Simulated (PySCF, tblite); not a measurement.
# C5H6F3P: geometry, infrared bands and NMR shifts

Aim: predict the infrared bands and NMR shifts of C5H6F3P (`FC(F)(F)P1CC=CC1`).

Programs: tblite 0.8.0 and PySCF 2.14.0, with density-fitted response routines of our own. Each step states its level of theory. These are calculated values for one molecule in the gas phase, unless marked as measured. Atoms count from 0, in the outputs and in this text.

## (1) Starting geometry

15 atoms, charge 0, multiplicity 1; geometry from: force field or distance geometry start.

Bonds of the start (Å): F0–C1 1.33, C1–F2 1.33, C1–F3 1.33, C1–P4 1.75, P4–C5 1.81, C5–C6 1.48, C6–C7 1.33, C7–C8 1.49, C8–P4 1.81, C5–H9 1.10, C5–H10 1.09, C6–H11 1.09, C7–H12 1.09, C8–H13 1.09, C8–H14 1.09.

## (2) Geometry optimisation with GFN2-xTB

The job: settings as JSON, then the geometry in Å.

```
{"job": {"kind": "relax", "xc": "GFN2-xTB", "basis": "xTB"}, "charge": 0, "multiplicity": 1}
F      2.566700     0.386800    -1.366500
C      2.019700     0.079800    -0.195300
F      1.723100     1.148100     0.538100
F      2.770300    -0.786400     0.486400
P      0.533900    -0.771400    -0.545200
C     -0.207400    -0.898200     1.097800
C     -1.527200    -0.303700     0.770700
C     -1.650300     0.412600    -0.344700
C     -0.463800     0.579800    -1.225900
H      0.283700    -0.326800     1.896800
H     -0.305100    -1.941200     1.413900
H     -2.364300    -0.451700     1.457400
H     -2.603400     0.874300    -0.611400
H     -0.052600     1.588800    -1.120800
H     -0.727900     0.417300    -2.273300
```

On the command line:

```console
OMP_NUM_THREADS=1 python probes_run.py task.json out
```

This one command runs all jobs of the session in turn.

**Question.** This job is followed by: GFN2-xTB harmonic vibrations, gas phase; GIAO PBE0/pcSseg-1 NMR shielding, non-relativistic, gas phase. What will the session give for the following? strongest single infrared mode (GFN2-xTB); zero-point energy (GFN2-xTB); 13C shifts against TMS (PBE0/pcSseg-1, means over atoms taken as alike); 1H shifts against TMS (PBE0/pcSseg-1, means over atoms taken as alike); 19F shifts against CFCl3 (PBE0/pcSseg-1, means over atoms taken as alike); 31P shifts against H3PO4 (PBE0/pcSseg-1).

The runs gave:

| quantity | value |
| --- | --- |
| strongest single infrared mode (GFN2-xTB) | 1039 cm⁻¹, 236 km/mol |
| zero-point energy (GFN2-xTB) | 62.8 kcal/mol |
| 13C shifts against TMS (PBE0/pcSseg-1, means over atoms taken as alike) | 143.5, 137.6, 35.7 ppm |
| 1H shifts against TMS (PBE0/pcSseg-1, means over atoms taken as alike) | 6.15, 2.92 ppm |
| 19F shifts against CFCl3 (PBE0/pcSseg-1, means over atoms taken as alike) | -80.7 ppm |
| 31P shifts against H3PO4 (PBE0/pcSseg-1) | -22.1 ppm |

**Reading.** Relaxing lowered the energy by 0.933 eV in 59 steps; the close pair that moved most is C1–P4, from 1.748 to 1.897 Å. All 39 modes are real, so the xTB geometry is a minimum. The strongest single mode, at 1039 cm⁻¹, moves mainly C1. GFN2-xTB is a fitted tight-binding method: band positions and strengths are rough. Its intensities can rank the bands wrongly. H11, H12 (mean) (hydrogen on an alkene CH) lies farthest downfield among hydrogen, at 6.15 ppm; olefinic region. At PBE0/pcSseg-1: The widest tensor belongs to C6, C7: span 198 ppm, with a paramagnetic part of -205 ppm.
